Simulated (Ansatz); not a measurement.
# CH8Ge3O, SMILES O=[CH][GeH2][GeH2][GeH3]: a geometry optimisation

Computed with the Python package of Ansatz (0.2.0).

`opt_ch8ge3o.py`:
```python
"""Geometry optimisation of CH8Ge3O."""

import ansatz as az
import numpy as np

BASIS = "def2-SVP"
FUNCTIONAL = "r2SCAN"

mol = (
    az.Crystal.molecule()
    .atom("O", (2.4119, 1.4587, -0.5767))
    .atom("C", (2.0249, 1.0463, 0.5036))
    .atom("Ge", (1.3724, -0.7513, 0.6667))
    .atom("Ge", (-0.51, -1.0332, -0.782))
    .atom("Ge", (-2.1382, 0.6441, -0.273))
    .atom("H", (2.047, 1.6955, 1.3717))
    .atom("H", (0.9371, -1.0094, 2.1316))
    .atom("H", (2.489, -1.7496, 0.2683))
    .atom("H", (-0.0533, -0.8769, -2.2548))
    .atom("H", (-1.1248, -2.4401, -0.5697))
    .atom("H", (-3.3562, 0.4869, -1.2186))
    .atom("H", (-1.504, 2.0452, -0.4662))
    .atom("H", (-2.5959, 0.4838, 1.1991))
)

calc = (
    mol.calculation()
    .basis(gaussian=BASIS)
    .functional(FUNCTIONAL)
)
symbols = [site.symbol for site in mol.cartesian_sites]
start = np.array([site.position_ang for site in mol.cartesian_sites], dtype=float)
def progress(event):
    if event["event"] == "relax_step":
        row = event["data"]
        print(f"step {row['step']:3d}  E = {row['lagrangian_ev']:.6f} eV  max force {row['allowed_force_max_ev_ang']:.4f} eV/A")


summary = calc.relax(force_tolerance=0.005, max_steps=100).session().plan().execute(on_event=progress).report
end = np.array(summary["positions_ang"])

print("reference energy %16.6f eV" % summary["reference_energy_ev"])
print("total energy     %16.6f eV" % summary["free_energy_ev"])
print("occupied (up, down):", summary["n_occupied"], " virtual:", summary["n_virtual"], " frozen:", summary["n_frozen"])

print("bond        before    after (A)")
for i, j in [(0, 1), (1, 2), (1, 5), (2, 3), (2, 6), (2, 7), (3, 4), (3, 8), (3, 9), (4, 10), (4, 11), (4, 12)]:
    d0, d1 = (np.linalg.norm(xyz[i] - xyz[j]) for xyz in (start, end))
    print(f"{symbols[i]}{i}-{symbols[j]}{j}".ljust(10), f"{d0:8.4f} {d1:8.4f}")
for i, j, k in [(0, 1, 2), (0, 1, 5), (2, 1, 5), (1, 2, 3), (1, 2, 6), (1, 2, 7), (3, 2, 6), (3, 2, 7)]:
    u, v = end[i] - end[j], end[k] - end[j]
    print(f"angle {symbols[i]}{i}-{symbols[j]}{j}-{symbols[k]}{k}: {np.degrees(np.arccos(np.clip(u @ v / np.linalg.norm(u) / np.linalg.norm(v), -1, 1))):.2f} deg")
with open("ch8ge3o_opt.xyz", "w") as handle:
    handle.write(f"{len(symbols)}\nrelaxed CH8Ge3O\n")
    handle.writelines(f"{s:2s} {x:11.6f} {y:11.6f} {z:11.6f}\n" for s, (x, y, z) in zip(symbols, end))
```

```console
$ python opt_ch8ge3o.py
step   1  E = -172742.703712 eV  max force 1.8159 eV/A
step   2  E = -172742.753002 eV  max force 1.0565 eV/A
step   3  E = -172742.770619 eV  max force 1.4048 eV/A
step   4  E = -172742.805364 eV  max force 0.6337 eV/A
step   5  E = -172742.806221 eV  max force 0.3188 eV/A
step   6  E = -172742.831537 eV  max force 0.1961 eV/A
step   7  E = -172742.834416 eV  max force 0.0170 eV/A
step   8  E = -172742.834889 eV  max force 0.0647 eV/A
step   9  E = -172742.826923 eV  max force 0.7425 eV/A
step  10  E = -172742.834882 eV  max force 0.0615 eV/A
step  11  E = -172742.835314 eV  max force 0.0094 eV/A
step  12  E = -172742.835194 eV  max force 0.1705 eV/A
step  13  E = -172742.835437 eV  max force 0.0436 eV/A
step  14  E = -172742.835696 eV  max force 0.0922 eV/A
step  15  E = -172742.835785 eV  max force 0.0491 eV/A
step  16  E = -172742.835890 eV  max force 0.0013 eV/A
step  17  E = -172742.835928 eV  max force 0.0044 eV/A
step  18  E = -172742.835926 eV  max force 0.0205 eV/A
step  19  E = -172742.835953 eV  max force 0.0041 eV/A
step  20  E = -172742.835824 eV  max force 0.0531 eV/A
step  21  E = -172742.835962 eV  max force 0.0053 eV/A
step  22  E = -172742.835967 eV  max force 0.0069 eV/A
step  23  E = -172742.835974 eV  max force 0.0056 eV/A
step  24  E = -172742.835985 eV  max force 0.0046 eV/A
reference energy   -172742.835997 eV
total energy       -172742.835997 eV
occupied (up, down): [59, 59]  virtual: [105, 105]  frozen: 0
bond        before    after (A)
O0-C1        1.2194   1.2046
C1-Ge2       1.9193   2.0082
C1-H5        1.0842   1.1300
Ge2-Ge3      2.3920   2.4261
Ge2-H6       1.5498   1.5412
Ge2-H7       1.5499   1.5350
Ge3-Ge4      2.3924   2.4193
Ge3-H8       1.5499   1.5386
Ge3-H9       1.5500   1.5398
Ge4-H10      1.5500   1.5360
Ge4-H11      1.5500   1.5372
Ge4-H12      1.5499   1.5367
angle O0-C1-Ge2: 122.25 deg
angle O0-C1-H5: 120.66 deg
angle Ge2-C1-H5: 117.07 deg
angle C1-Ge2-Ge3: 108.47 deg
angle C1-Ge2-H6: 109.06 deg
angle C1-Ge2-H7: 108.15 deg
angle Ge3-Ge2-H6: 109.22 deg
angle Ge3-Ge2-H7: 111.48 deg
```

It writes `ch8ge3o_opt.xyz`:
```text
13
relaxed CH8Ge3O
O     3.044362    1.306623   -0.321483
C     2.142103    1.060200    0.437637
Ge    1.399822   -0.793159    0.654309
Ge   -0.537448   -1.018942   -0.788577
Ge   -2.218030    0.629199   -0.229560
H     1.657621    1.882184    1.043062
H     0.967053   -0.993785    2.119835
H     2.499984   -1.795769    0.279248
H    -0.088004   -0.832528   -2.248220
H    -1.123473   -2.435784   -0.646287
H    -3.439563    0.510824   -1.153296
H    -1.627819    2.041490   -0.371404
H    -2.676708    0.439446    1.224736
```

Reading the output:
- These settings explore the input space; basis and method may be short of convergence.
- The end point is the stationary point reached from this start; no frequency run checks that it is a minimum, and the basis set is modest.
- Run time: 6 min on 1 thread of Arm Neoverse V2 (shared host), peak memory 0.35 GiB.

(Lines on the test bed's own set-up are left out of the output.)
